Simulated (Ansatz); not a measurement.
**FH6PSi2: one species, many methods**

The task here is to estimate one member of a computed series from the others.

Program: Ansatz 0.2.0, Gaussian basis. Level of theory: functionals in def2-TZVPP, the program's frozen cores in correlated methods. These are calculated values, not measurements.

The runs, in order: LDA (SPW92), PBE-D4, revPBE-D4, BLYP-D4, r2SCAN-D4, B97M-V, PBE0-D4, B3LYP-D4, r2SCANh-D4, r2SCAN0-D4, HSE06-D4, BHLYP-D4, CAM-B3LYP-D4, LC-ωPBE, ωB97X-V, ωB97M-V, B2PLYP, PBE-QIDH; CCSD(T)/def2-SVP; CCSD(T)/def2-TZVPP; MP2/def2-QZVPP; extrapolation to the limit; RPA on PBE.

## The relaxed structure

An earlier PBE0-D4 in a triple-zeta def2 set relaxation fixed the geometry.

SMILES `F[SiH]([SiH3])P`, 10 atoms, charge 0, spin multiplicity 1.

Atoms are counted from 1 here; the program's logs count them from 0.

Bond lengths: F1–Si2 1.609 Å, Si2–Si3 2.341 Å, Si2–P4 2.251 Å, Si2–H5 1.488 Å, Si3–H6 1.488 Å, Si3–H7 1.487 Å, Si3–H8 1.487 Å, P4–H9 1.421 Å, P4–H10 1.423 Å. Angles: F1–Si2–Si3 108.9°, F1–Si2–P4 108.0°, F1–Si2–H5 107.6°, Si3–Si2–P4 113.7°, Si3–Si2–H5 111.7°, P4–Si2–H5 106.7°, Si2–Si3–H6 107.9°, Si2–Si3–H7 112.3°, Si2–Si3–H8 109.4°, H6–Si3–H7 109.1°, H6–Si3–H8 108.9°, H7–Si3–H8 109.3°, Si2–P4–H9 94.7°, Si2–P4–H10 90.8°, H9–P4–H10 93.5°.

Geometry (Å):

```
F    -1.9258    1.3291   -0.2351
Si   -0.3649    0.9377   -0.2388
Si    0.0204   -0.6571    1.4305
P     0.1697    0.2294   -2.3078
H     0.4119    2.1844    0.0012
H     1.4754   -0.9699    1.4359
H    -0.3774   -0.1696    2.7782
H    -0.7367   -1.8974    1.1134
H    -0.1246   -1.1355   -2.0442
H     1.5353    0.0977   -1.9303
```

The first run:

Contents of in.yaml:

```yaml
crystal:
  periodic: [false, false, false]
  atoms:
    - {symbol: F, position_ang: [-1.925794, 1.329142, -0.235081]}
    - {symbol: Si, position_ang: [-0.364936, 0.937653, -0.238771]}
    - {symbol: Si, position_ang: [0.020369, -0.657064, 1.430497]}
    - {symbol: P, position_ang: [0.169656, 0.229397, -2.307809]}
    - {symbol: H, position_ang: [0.411948, 2.184403, 0.001232]}
    - {symbol: H, position_ang: [1.475419, -0.969868, 1.435879]}
    - {symbol: H, position_ang: [-0.377412, -0.169591, 2.778183]}
    - {symbol: H, position_ang: [-0.736742, -1.897370, 1.113384]}
    - {symbol: H, position_ang: [-0.124589, -1.135539, -2.044171]}
    - {symbol: H, position_ang: [1.535282, 0.097736, -1.930343]}
basis:
  gaussian: {orbitals: def2-TZVPP}
hamiltonian: {xc: lda}
output: {orbitals: {seedname: orbitals}}
```

Launch:

```console
$ ansatz run in.yaml --threads 2 --pin off --events-out ev --progress --plain --max-ram 4352MiB
```

Among the steps run: LDA; PBE-D4 (GGA); revPBE-D4 (GGA); BLYP-D4 (GGA); r2SCAN-D4 (meta-GGA); B97M-V (meta-GGA); B3LYP-D4 (hybrid); r2SCANh-D4 (hybrid); r2SCAN0-D4 (hybrid); HSE06-D4 (hybrid); BHLYP-D4 (hybrid); CAM-B3LYP-D4 (range-separated); LC-ωPBE (range-separated); ωB97X-V (range-separated); ωB97M-V (range-separated); B2PLYP (double hybrid); PBE-QIDH (double hybrid).

One of the session's tables, all rows but one given; the rest of the session is left out.

It belongs to the step «Orbital energies across the functionals». 

```
  functional  HOMO (eV)  gap (eV)
 LDA (SPW92)      -6.55      4.86
      PBE-D4      -6.45      4.97
   revPBE-D4      -6.41      5.01
     BLYP-D4      -6.30      5.00
   r2SCAN-D4      -6.69      5.46
      B97M-V      -6.82      5.45
     PBE0-D4      -7.52      6.88
    B3LYP-D4      -7.31      6.52
  r2SCANh-D4      -7.08      6.15
  r2SCAN0-D4      -7.67      7.18
    HSE06-D4      -7.13      6.12
    BHLYP-D4          ?         ?
CAM-B3LYP-D4      -8.74      9.19
     LC-ωPBE     -10.04     11.55
     ωB97X-V      -9.71     11.13
     ωB97M-V      -9.50     10.66
```

**Question.** Estimate the row for BHLYP-D4.

Worked estimate for «HOMO (eV)». Against the share of exact exchange, BLYP-D4 (0, -6.30), B3LYP-D4 (0.2, -7.31) give a slope of -5.05 per unit share; at 0.5 the line stands at -8.82.

As computed: HOMO (eV): -8.47; gap (eV): 8.79. In «HOMO (eV)» the line misses by -0.35.
